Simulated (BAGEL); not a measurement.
# Si2H3ClF (SMILES F[SiH][SiH2]Cl) at UHF/6-31G(d) (density fitting with qzvpp-jkfit, spherical functions)

Aim: the vertical ionisation energy of Si2H3ClF at UHF/6-31G* (density fitting with qzvpp-jkfit, spherical functions), from 2 runs. 

The results are computed with BAGEL 1.2.2.

1 further run of the same task is left out (it didn't finish). Runs told in other sessions of the task aren't counted.

### Step 1. Starting point

Si2H3ClF has 7 atoms, charge 0, and is taken as a doublet. As SMILES, `F[SiH][SiH2]Cl`. The shape is that of a PBE0-D4/def2-TZVP optimisation. This is one conformer, not always the lowest.

Bond lengths: F1–Si2 1.610 Å, Si2–Si3 2.344 Å, Si3–Cl4 2.062 Å, Si2–H5 1.492 Å, Si3–H6 1.486 Å, Si3–H7 1.483 Å. Angles: F1–Si2–Si3 111.0°, Si2–Si3–Cl4 104.1°, F1–Si2–H5 107.4°, Si3–Si2–H5 112.6°, Si2–Si3–H6 114.8°, Si2–Si3–H7 111.5°, Cl4–Si3–H6 108.3°, Cl4–Si3–H7 108.7°, H6–Si3–H7 109.2°.

### Step 2. A single-point energy at UHF/6-31G(d) (density fitting with qzvpp-jkfit, spherical functions)

calc.json

```json
{ "bagel" : [

{
  "title" : "molecule",
  "basis" : "6-31gs.json",
  "df_basis" : "qzvpp-jkfit",
  "angstrom" : true,
  "geometry" : [
    { "atom" : "F", "xyz" : [      -0.711100,      -1.904300,       1.447600 ] },
    { "atom" : "Si", "xyz" : [      -0.864900,      -1.133800,       0.042900 ] },
    { "atom" : "Si", "xyz" : [       0.757100,       0.544300,      -0.177200 ] },
    { "atom" : "Cl", "xyz" : [       0.253100,       1.504900,      -1.930300 ] },
    { "atom" : "H", "xyz" : [      -2.255700,      -0.597500,      -0.021700 ] },
    { "atom" : "H", "xyz" : [       0.767100,       1.548800,       0.918100 ] },
    { "atom" : "H", "xyz" : [       2.115800,      -0.030600,      -0.325200 ] }
  ]
},

{ "title" : "uhf", "charge" : 0, "nopen" : 1 },

{ "title" : "print", "file" : "orbitals.molden", "orbitals" : true }

]}
```

The basis set 6-31G* is read from a file made from the Basis Set Exchange's data (not shown).

The run is started by

```bash
BAGEL_NUM_THREADS=1 BAGEL calc.json > calc.out
```

Output:

```text
* using 1 threads per process

  ===============================================================
  ===============================================================

  *** Geometry ***

  { "atom" : "F", "xyz" : [     -1.343784,     -3.598605,      2.735568 ] },
  { "atom" : "Si", "xyz" : [     -1.634424,     -2.142571,      0.081069 ] },
  { "atom" : "Si", "xyz" : [      1.430712,      1.028578,     -0.334859 ] },
  { "atom" : "Cl", "xyz" : [      0.478290,      2.843849,     -3.647738 ] },
  { "atom" : "H", "xyz" : [     -4.262655,     -1.129111,     -0.041007 ] },
  { "atom" : "H", "xyz" : [      1.449609,      2.926808,      1.734958 ] },
  { "atom" : "H", "xyz" : [      3.998283,     -0.057826,     -0.614539 ] },

  Number of auxiliary basis functions:      515

  Since a DF basis is specified, we compute 2- and 3-index integrals:
    o Being stored without compression. Storage requirement is 0.023 GB

  Number of basis functions:       74
  Number of electrons      :       57

    * METHOD: MOLECULE                             0.25

  *** Open-shell HF ***

  === Nuclear Repulsion ===
   255.0944510318

      * DIIS with orbital gradients will be used.

  === UHF iteration (6-31gs.json) ===
      0      -1138.38075958          0.03441774           0.13
      1      -1138.49922434          0.02225626           0.12
      2      -1138.53551894          0.01367984           0.12
      3      -1138.55588195          0.00105514           0.12
      4      -1138.55646869          0.00038467           0.12
      5      -1138.55656149          0.00015572           0.12
      6      -1138.55659332          0.00004465           0.12
      7      -1138.55659804          0.00001700           0.12
      8      -1138.55659903          0.00000691           0.12
      9      -1138.55659919          0.00000239           0.12
     10      -1138.55659921          0.00000107           0.12
     11      -1138.55659921          0.00000048           0.12
     12      -1138.55659921          0.00000016           0.12
     13      -1138.55659921          0.00000006           0.12
     14      -1138.55659921          0.00000003           0.12
     15      -1138.55659921          0.00000002           0.12
     16      -1138.55659921          0.00000001           0.13
    * SCF iteration converged.

    * S^2 (UHF) is 0.7552

    * Permanent dipole moment:
           (   -0.136525,     0.137342,    -0.124462) a.u.

    * METHOD: UHF                                  2.20

    * METHOD: PRINT                                0.02

  ===============================================================
```

Run time: 2.6 s. Hardware: 1 thread of AMD EPYC 9B14 (Zen 4), shared host.

### Step 3. The singlet cation, same level

hf.json

```json
{ "bagel": [

{
  "title": "molecule",
  "basis": "6-31gs.json",
  "df_basis": "qzvpp-jkfit",
  "angstrom": "true",
  "geometry": [
    { "atom": "F", "xyz": [      -0.711100,      -1.904300,       1.447600 ] },
    { "atom": "Si", "xyz": [      -0.864900,      -1.133800,       0.042900 ] },
    { "atom": "Si", "xyz": [       0.757100,       0.544300,      -0.177200 ] },
    { "atom": "Cl", "xyz": [       0.253100,       1.504900,      -1.930300 ] },
    { "atom": "H", "xyz": [      -2.255700,      -0.597500,      -0.021700 ] },
    { "atom": "H", "xyz": [       0.767100,       1.548800,       0.918100 ] },
    { "atom": "H", "xyz": [       2.115800,      -0.030600,      -0.325200 ] }
  ]
},

{ "title": "hf", "charge": 1 },

{ "title": "print", "file": "orbitals.molden", "orbitals": "true" }

]}
```

The basis set 6-31G* is read from a file made from the Basis Set Exchange's data (not shown).

The run is started by

```bash
BAGEL_NUM_THREADS=1 BAGEL hf.json > hf.out
```

Output:

```text
* using 1 threads per process

  ===============================================================
  ===============================================================

  *** Geometry ***

  { "atom" : "F", "xyz" : [     -1.343784,     -3.598605,      2.735568 ] },
  { "atom" : "Si", "xyz" : [     -1.634424,     -2.142571,      0.081069 ] },
  { "atom" : "Si", "xyz" : [      1.430712,      1.028578,     -0.334859 ] },
  { "atom" : "Cl", "xyz" : [      0.478290,      2.843849,     -3.647738 ] },
  { "atom" : "H", "xyz" : [     -4.262655,     -1.129111,     -0.041007 ] },
  { "atom" : "H", "xyz" : [      1.449609,      2.926808,      1.734958 ] },
  { "atom" : "H", "xyz" : [      3.998283,     -0.057826,     -0.614539 ] },

  Number of auxiliary basis functions:      515

  Since a DF basis is specified, we compute 2- and 3-index integrals:
    o Being stored without compression. Storage requirement is 0.023 GB

  Number of basis functions:       74
  Number of electrons      :       57

    * METHOD: MOLECULE                             0.23

  *** RHF ***

  === Nuclear Repulsion ===
   255.0944510318

      * DIIS with orbital gradients will be used.

  === RHF iteration (6-31gs.json) ===
      0      -1138.03433625          0.01948833           0.07
      1      -1138.17607180          0.01335280           0.06
      2      -1138.24705218          0.00155562           0.06
      3      -1138.24875853          0.00046097           0.06
      4      -1138.24893759          0.00009472           0.06
      5      -1138.24894888          0.00002858           0.06
      6      -1138.24895008          0.00000881           0.06
      7      -1138.24895021          0.00000206           0.06
      8      -1138.24895021          0.00000069           0.06
      9      -1138.24895021          0.00000028           0.06
     10      -1138.24895021          0.00000010           0.06
     11      -1138.24895021          0.00000003           0.06
     12      -1138.24895021          0.00000001           0.06
     13      -1138.24895021          0.00000001           0.06
    * SCF iteration converged.

    * Permanent dipole moment:
           (    0.713722,     1.538271,    -0.403775) a.u.

    * METHOD: HF                                   1.02

    * METHOD: PRINT                                0.02

  ===============================================================
```

It took 1.4 s on 1 thread of AMD EPYC 9B14 (Zen 4), shared host.

### Step 4. What came out

At UHF/6-31G* (density fitting with qzvpp-jkfit, spherical functions):

```
                                          quantity           value
                    doublet Si2H3ClF: total energy  -1138.55660 Eh
                   doublet Si2H3ClF: dipole moment          0.59 D
                            doublet Si2H3ClF: ⟨S²⟩           0.755
                      singlet cation: total energy  -1138.24895 Eh
                       singlet cation: HOMO energy       -16.91 eV
                       singlet cation: LUMO energy        -7.42 eV
                     singlet cation: HOMO–LUMO gap         9.50 eV
vertical ionisation energy (to the singlet cation)        8.372 eV
```

In words: The vertical ionisation energy comes to 8.37 eV (193 kcal/mol).
